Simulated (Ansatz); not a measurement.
**CH3MgTe+: functionals against CCSD(T) at one geometry**

The task here is to estimate one member of a computed series from the others.

Method: single points in def2-TZVPP; program: Ansatz 0.2.0, Gaussian basis.

Correlated methods freeze the cores. Filled d shells of the heavier atoms are correlated. Core potentials replace the inner electrons past krypton, and spin-orbit coupling is left out. The outer core shell of Li, Na, Mg and K is correlated.

### The starting structure

SMILES `[CH2+][Mg][TeH]`, 6 atoms, charge 1, spin multiplicity 1.

Atoms are counted from 1 here; the program's logs count them from 0.

Bond lengths: C1–Mg2 2.425 Å, C1–H4 1.341 Å, C1–H5 0.865 Å, Mg2–Te3 2.697 Å, Te3–H6 1.621 Å. Angles: Mg2–C1–H4 118.2°, Mg2–C1–H5 125.5°, H4–C1–H5 112.2°, C1–Mg2–Te3 167.5°, Mg2–Te3–H6 82.3°.

Geometry (Å):

| atom | x (Å) | y (Å) | z (Å) |
| --- | --- | --- | --- |
| C1 | -1.2570 | 0.6016 | -1.2959 |
| Mg2 | 0.4108 | -0.1647 | 0.2892 |
| Te3 | 1.8566 | -1.4124 | 2.1931 |
| H4 | -2.0247 | -0.3166 | -1.9018 |
| H5 | -1.2241 | 1.3438 | -1.7398 |
| H6 | 2.4277 | 0.0854 | 2.4326 |

Set-up of the first run:

File run/in.yaml:

```yaml
crystal:
  periodic: [false, false, false]
  atoms:
    - {symbol: C, position_ang: [-1.257000, 0.601600, -1.295900]}
    - {symbol: Mg, position_ang: [0.410800, -0.164700, 0.289200]}
    - {symbol: Te, position_ang: [1.856600, -1.412400, 2.193100]}
    - {symbol: H, position_ang: [-2.024700, -0.316600, -1.901800]}
    - {symbol: H, position_ang: [-1.224100, 1.343800, -1.739800]}
    - {symbol: H, position_ang: [2.427700, 0.085400, 2.432600]}
basis:
  gaussian: {orbitals: def2-TZVPP}
total_charge: 1
correlation: {method: ccsd_t}
output: {forces: true}
```

No record of the launch command was kept for these runs.

Among the steps run: CCSD(T)/def2-TZVPP; PBE0-D4/def2-TZVPP; wB97M-V/def2-TZVPP; r2SCAN-D4/def2-TZVPP; PBE-D4/def2-TZVPP; BHLYP-D4/def2-TZVPP; r2SCANh-D4/def2-TZVPP.

One of the session's tables, all rows but one given; the rest of the session is left out.

```
    method  RMS force component (eV/Å)  angle to CCSD(T) forces (°)
   CCSD(T)                       5.706                    reference
   PBE0-D4                       5.750                          2.0
   wB97M-V                           ?                            ?
 r2SCAN-D4                       5.707                          3.1
    PBE-D4                       5.743                          4.0
  BHLYP-D4                       5.640                          1.5
r2SCANh-D4                       5.710                          2.5
```

Estimate the missing values for wB97M-V.

The run gave: RMS force component (eV/Å): 5.650; angle to CCSD(T) forces (°): 0.9. In the column «RMS force component (eV/Å)» it lies between BHLYP-D4 (5.640) and CCSD(T) (5.706).
